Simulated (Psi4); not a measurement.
# One shape, several levels: triplet Si2H4F2

Wanted: a comparison of 3 runs (UPBE/6-31G*, USVWN5/6-31G*, UMP2/6-31G*) of triplet Si2H4F2. 

The results are computed with Psi4 1.11.

## 1. The system as given

The species is Si2H4F2 (8 atoms), meant as a triplet with charge 0. As SMILES of the parent species, `F[SiH2][SiH2]F`. The shape is that of a PBE0-D4/def2-TZVP optimisation. This is one conformer, not always the lowest. That shape belongs to the parent species and isn't relaxed for this state.

Bond lengths: F1–Si2 1.605 Å, Si2–Si3 2.350 Å, Si3–F4 1.605 Å, Si2–H5 1.485 Å, Si2–H6 1.487 Å, Si3–H7 1.487 Å, Si3–H8 1.485 Å. Some angles: F1–Si2–Si3 110.4°, Si2–Si3–F4 110.4°, F1–Si2–H5 108.0°, F1–Si2–H6 108.1°, Si3–Si2–H5 111.7°, Si3–Si2–H6 109.2°, Si2–Si3–H7 109.2°, Si2–Si3–H8 111.7°, F4–Si3–H7 108.1°, F4–Si3–H8 108.0°.

## 2. A single-point energy at UPBE/6-31G(d) (spherical functions) (run 1)

The input, calc.dat:

```
memory 2200 MB

molecule {
  0 3
  F
  Si 1 1.604767
  Si 2 2.349795 1 110.37254
  F 3 1.604801 2 110.37389 1 69.08474
  H 2 1.485348 1 108.04679 3 122.43957
  H 2 1.48738 5 109.31878 1 -117.38206
  H 3 1.487365 4 108.06599 2 -119.37581
  H 3 1.485256 7 109.31945 4 117.36461
  units angstrom
  symmetry c1
}

set basis 6-31G*
set reference uks
set puream true
set e_convergence 1e-09
set d_convergence 1e-08
set scf_type pk
set dft_radial_points 99
set dft_spherical_points 590
set maxiter 100

energy_value = energy('pbe')
print_variables()
```

Run with:

```sh
$ psi4 -i calc.dat -o calc.out -n 1
```

calc.out:

```text
[...]
  Running in c1 symmetry.
[...]
  Nuclear repulsion =  221.605023149629432
[...]
  Multiplicity = 3
[...]
  Nalpha       = 26
  Nbeta        = 24
[...]
    Number of basis functions: 72
[...]
   @UKS iter   1:  -780.34094094784541   -2.19056e-01   6.40902e-03 ADIIS/DIIS
[...]
   @UKS iter  14:  -780.43100597535124   -8.18545e-12   6.37144e-09 DIIS
[...]
   @S^2 Observed:                2.001527562E+00
[...]
    Orbital Energies [Eh]
    ---------------------
    Alpha Occupied:
       1A    -65.471675     2A    -65.471649     3A    -24.282145
       4A    -24.282126     5A     -5.114378     6A     -5.114368
       7A     -3.529165     8A     -3.528634     9A     -3.525281
      10A     -3.525271    11A     -3.522309    12A     -3.522298
      13A     -1.096600    14A     -1.095947    15A     -0.557676
      16A     -0.498955    17A     -0.423001    18A     -0.415327
      19A     -0.411363    20A     -0.398197    21A     -0.395170
      22A     -0.377737    23A     -0.322413    24A     -0.319571
      25A     -0.299619    26A     -0.082950
    Alpha Virtual:
[...]
  @UKS Final Energy:  -780.43100597535124
   => Energetics <=
    Nuclear Repulsion Energy =            221.6050231496294316
    One-Electron Energy =               -1524.1905957110072904
    Two-Electron Energy =                 585.9157320532509630
    DFT Exchange-Correlation Energy =     -63.7611654672243944
    Empirical Dispersion Energy =           0.0000000000000000
    VV10 Nonlocal Energy =                  0.0000000000000000
    Total Energy =                       -780.4310059753512405
[...]
 Multipole Moments:
 ------------------------------------------------------------------------------------
     Multipole            Electronic (a.u.)      Nuclear  (a.u.)        Total (a.u.)
 ------------------------------------------------------------------------------------
 L = 1.  Multiply by 2.5417464519 to convert [e a0] to [Debye]
 Dipole X            :          2.6361080           -3.0426810           -0.4065730
 Dipole Y            :         -1.3331874            1.5388745            0.2056871
 Dipole Z            :         -3.5903121            4.1438687            0.5535566
 Magnitude           :                                                    0.7169615
[...]
```

It took 22 s on 1 thread of AMD EPYC 7B13 (Zen 3), shared host; peak memory 0.99 GiB.

## 3. The energy at USVWN5/6-31G(d) (spherical functions) (run 2)

The input, calc.dat:

```
memory 2200 mb

molecule molecule1 {
  0 3
  F
  Si 1 1.604767
  Si 2 2.349795 1 110.37254
  F 3 1.604801 2 110.37389 1 69.08474
  H 2 1.485348 1 108.04679 3 122.43957
  H 2 1.48738 5 109.31878 1 -117.38206
  H 3 1.487365 4 108.06599 2 -119.37581
  H 3 1.485256 7 109.31945 4 117.36461
  symmetry c1
  no_reorient
  no_com
}

set globals {
  basis                6-31G*
  reference            uks
  puream               true
  e_convergence        1e-09
  d_convergence        1e-08
  scf_type             pk
  dft_radial_points    99
  dft_spherical_points 590
  maxiter              100
}

E = energy('scf', dft_functional={"name": "SVWN5", "x_functionals": {"LDA_X": {}}, "c_functionals": {"LDA_C_VWN": {}}})
```

Run with:

```sh
$ psi4 calc.dat calc.out -n 1
```

calc.out:

```text
[...]
  Running in c1 symmetry.
[...]
  Nuclear repulsion =  221.605023149629432
[...]
  Multiplicity = 3
[...]
  Nalpha       = 26
  Nbeta        = 24
[...]
    Number of basis functions: 72
[...]
   @UKS iter   1:  -777.21648563707095   -1.78452e-01   6.21944e-03 DIIS/ADIIS
[...]
   @UKS iter  14:  -777.31088494777384   -1.47793e-12   2.74643e-09 DIIS
[...]
   @S^2 Observed:                2.000922011E+00
[...]
    Orbital Energies [Eh]
    ---------------------
    Alpha Occupied:
       1A    -65.168497     2A    -65.168462     3A    -24.109303
       4A    -24.109280     5A     -5.079319     6A     -5.079275
       7A     -3.523785     8A     -3.523288     9A     -3.520268
      10A     -3.520257    11A     -3.517330    12A     -3.517320
      13A     -1.088923    14A     -1.088216    15A     -0.559663
      16A     -0.504045    17A     -0.428542    18A     -0.420559
      19A     -0.416726    20A     -0.403939    21A     -0.401276
      22A     -0.383439    23A     -0.324640    24A     -0.321243
      25A     -0.299778    26A     -0.085415
    Alpha Virtual:
[...]
  @UKS Final Energy:  -777.31088494777384
   => Energetics <=
    Nuclear Repulsion Energy =            221.6050231496294316
    One-Electron Energy =               -1524.0827487008052685
    Two-Electron Energy =                 585.7450323875004869
    DFT Exchange-Correlation Energy =     -60.5781917840985642
    Empirical Dispersion Energy =           0.0000000000000000
    VV10 Nonlocal Energy =                  0.0000000000000000
    Total Energy =                       -777.3108849477738431
[...]
 Multipole Moments:
 ------------------------------------------------------------------------------------
     Multipole            Electronic (a.u.)      Nuclear  (a.u.)        Total (a.u.)
 ------------------------------------------------------------------------------------
 L = 1.  Multiply by 2.5417464519 to convert [e a0] to [Debye]
 Dipole X            :          2.6036280           -3.0426810           -0.4390530
 Dipole Y            :         -1.3167660            1.5388745            0.2221085
 Dipole Z            :         -3.5460641            4.1438687            0.5978046
 Magnitude           :                                                    0.7742546
[...]
```

Wall time 16 s (1 thread of AMD EPYC 7B13 (Zen 3), shared host); peak memory 0.47 GiB.

## 4. A single-point energy at UMP2/6-31G(d) (spherical functions) (run 3)

The input, job.dat:

```
memory 2200 MB

molecule geom {
  0 3
  F     -1.934800     1.205800    -0.274500
  Si    -0.357800     1.128100     0.012400
  Si     0.358600    -1.109600     0.044100
  F      0.281000    -1.742000    -1.428800
  H      0.340100     1.914200    -1.037000
  H     -0.099800     1.743700     1.341600
  H      1.774800    -1.164000     0.495400
  H     -0.477100    -1.941900     0.946800
  symmetry c1
  no_reorient
  no_com
}

set {
  basis           6-31G*
  reference       uhf
  puream          true
  e_convergence   1e-09
  d_convergence   1e-08
  scf_type        pk
  num_frozen_docc 12
  mp2_type        conv
  maxiter         100
}

energy("mp2")
```

Run with:

```sh
$ psi4 -n 1 job.dat job.out
```

job.out:

```text
[...]
  Running in c1 symmetry.
[...]
  Nuclear repulsion =  221.605031983874795
[...]
  Multiplicity = 3
[...]
  Nalpha       = 26
  Nbeta        = 24
[...]
    Number of basis functions: 72
[...]
   @UHF iter   1:  -778.80693859401367   -7.51799e-01   5.87424e-03 DIIS/ADIIS
[...]
   @UHF iter  16:  -778.90923141502651   -1.13687e-12   6.17356e-09 DIIS
[...]
   @S^2 Observed:                2.005672596E+00
[...]
    Orbital Energies [Eh]
    ---------------------
    Alpha Occupied:
       1A    -68.857951     2A    -68.857924     3A    -26.298147
       4A    -26.298119     5A     -6.212853     6A     -6.212668
       7A     -4.324721     8A     -4.323870     9A     -4.318551
      10A     -4.318498    11A     -4.315643    12A     -4.315618
      13A     -1.598606    14A     -1.597955    15A     -0.851409
      16A     -0.770731    17A     -0.691419    18A     -0.686866
      19A     -0.680024    20A     -0.675187    21A     -0.671060
      22A     -0.626608    23A     -0.525940    24A     -0.521910
      25A     -0.501370    26A     -0.168956
    Alpha Virtual:
[...]
  @UHF Final Energy:  -778.90923141502651
   => Energetics <=
    Nuclear Repulsion Energy =            221.6050319838747953
    One-Electron Energy =               -1523.6742393913457363
    Two-Electron Energy =                 523.1599759924444015
    Total Energy =                       -778.9092314150265111
  UHF NO Occupations:
  HONO-2 :   24  A 1.9988054
  HONO-1 :   25  A 1.0000000
[...]
 Multipole Moments:
 ------------------------------------------------------------------------------------
     Multipole            Electronic (a.u.)      Nuclear  (a.u.)        Total (a.u.)
 ------------------------------------------------------------------------------------
 L = 1.  Multiply by 2.5417464519 to convert [e a0] to [Debye]
 Dipole X            :         25.8772186          -25.1994979            0.6777207
 Dipole Y            :          7.8143707           -7.5868724            0.2274982
 Dipole Z            :         24.8942098          -24.1731876            0.7210222
 Magnitude           :                                                    1.0153491
[...]
	SCS-MP2 Total Energy (a.u.)        :  -779.39751431388243
	SOS-MP2 Total Energy (a.u.)        :  -779.35379036507209
	SCSN-MP2 Total Energy (a.u.)       :  -779.14009386474527
[...]
	SOS-PI-MP2 Total Energy (a.u.)     :  -779.42788352341302
[...]
	MP2 Total Energy (a.u.)            :  -779.41086905316229
[...]
```

Wall time 4.8 s (1 thread of AMD EPYC 7B13 (Zen 3), shared host); peak memory 0.31 GiB.

## 5. All runs side by side

```csv
run,level,frozen core orbitals,integration grid,energy (Eh),dipole moment (D),HOMO energy (eV),⟨S²⟩,wall time
1,UPBE/6-31G* (spherical functions),0,99 radial × 590 angular,-780.431006,1.82,-2.26,2.002,22 s
2,USVWN5/6-31G* (spherical functions),0,99 radial × 590 angular,-777.310885,1.97,-2.32,2.001,16 s
3,UMP2/6-31G* (spherical functions),12,–,-779.410869,–,-4.60,2.006,4.8 s
```

## 6. Summary of results

| quantity | value |
| --- | --- |
| run 3: total energy | -779.41087 Eh |
| run 3: HOMO energy (Hartree–Fock orbitals) (highest over α and β) | -4.60 eV |
| run 3: LUMO energy (Hartree–Fock orbitals) (lowest over α and β) | -2.74 eV |
| run 3: correlation energy (12 core orbitals frozen) | -501.6 mEh |
| run 3: ⟨S²⟩ of the reference determinant | 2.006 |

Totals of different functionals can't be ranked against each other. All runs together took 43 s, the longest 22 s.
